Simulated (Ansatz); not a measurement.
# GaSb3: the cost of one run

Program: Ansatz 0.2.0. Level of theory: DFT PBE+D3(BJ), scalar-relativistic, plane waves, PAW. These are calculated values, not measurements.

7 further runs of the same task are left out: 7 set aside as unsound or not needed. Runs told in other sessions of the task aren't counted.

## (1) The starting structure

It takes space group Fm-3m (No. 225, cubic). The conventional cell has a = 7.461 Å, b = 7.461 Å, c = 7.461 Å, α = 90.00°, β = 90.00°, γ = 90.00°. Ga (site symmetry m-3m) has 8 Sb at 3.23 Å in its first shell of neighbours. Around Sb (site symmetry -43m) lie 4 Ga at 3.23 Å and 4 Sb at 3.23 Å. Around Sb (site symmetry m-3m) lie 8 Sb at 3.23 Å.

Coordinates:

```
CELL_PARAMETERS angstrom
0.00000 3.73060 3.73060
3.73060 0.00000 3.73060
3.73060 3.73060 0.00000
ATOMIC_POSITIONS crystal
Ga 0.00000 0.00000 0.00000
Sb 0.25000 0.25000 0.25000
Sb 0.75000 0.75000 0.75000
Sb 0.50000 0.50000 0.50000
```

The structure comes from the Materials Project (structure only).

## (6) Setting up the map

The energy is mapped over two normal modes frozen in (zone-centre modes of the cell shown).

First coordinate, amplitude of mode 4 (85 cm⁻¹), largest displacement: 7 values from −0.135 Å. Second coordinate, amplitude of mode 7 (87 cm⁻¹), largest displacement: 7 values from −0.408 Å.

Nothing else is relaxed (the cell and all other modes fixed). Energies count from the relaxed high-symmetry cell. Points are written as (first, second).

The patterns, per unit of each coordinate (Å):

```
atom      x1     y1     z1      x2     y2     z2
 Ga1   0.000  0.000  0.000   1.000  0.000  0.000
 Sb2   1.000  0.000  0.000  -0.442  0.000  0.000
 Sb3  -1.000  0.000  0.000  -0.442  0.000  0.000
 Sb4   0.000  0.000  0.000   0.312  0.000  0.000
```

(The set-up runs are not shown.)

## (7) Grid point (−0.135 Å, −0.136 Å)

Contents of input.yaml:

```yaml
crystal:
  lattice:
    - [0.0, 3.648127828, 3.648127828]
    - [3.648127828, 0.0, 3.648127828]
    - [3.648127828, 3.648127828, 0.0]
  atoms:
    - { symbol: Ga, position: [0.0186396977, -0.0186396977, -0.0186396977] }
    - { symbol: Sb, position: [0.2602609861, 0.2397390139, 0.2397390139] }
    - { symbol: Sb, position: [0.7232557038, 0.7767442962, 0.7767442962] }
    - { symbol: Sb, position: [0.5058097257, 0.4941902743, 0.4941902743] }
basis:
  ecutwfc: 420
kpoints:
  mp_grid: { grid: [10, 10, 10] }
hamiltonian:
  xc: pbe
  pseudopotentials: { kind: paw, azcp: { folder: soft_1 } }
  dispersion: d3bj
scf:
  occupations: { method: gaussian, width: 0.15 }
output:
  forces: true
  stress: true
  eigenvalues: true
```

Launch:

```bash
ansatz run input.yaml --threads 2 --pin off --max-ram 4096MiB --backend cpu --events-out ev --progress --plain --runs-dir out
```

What time and memory should one allow on 2 threads of Arm Neoverse N1, shared host?

About 53 s, with a peak of 0.63 GiB.
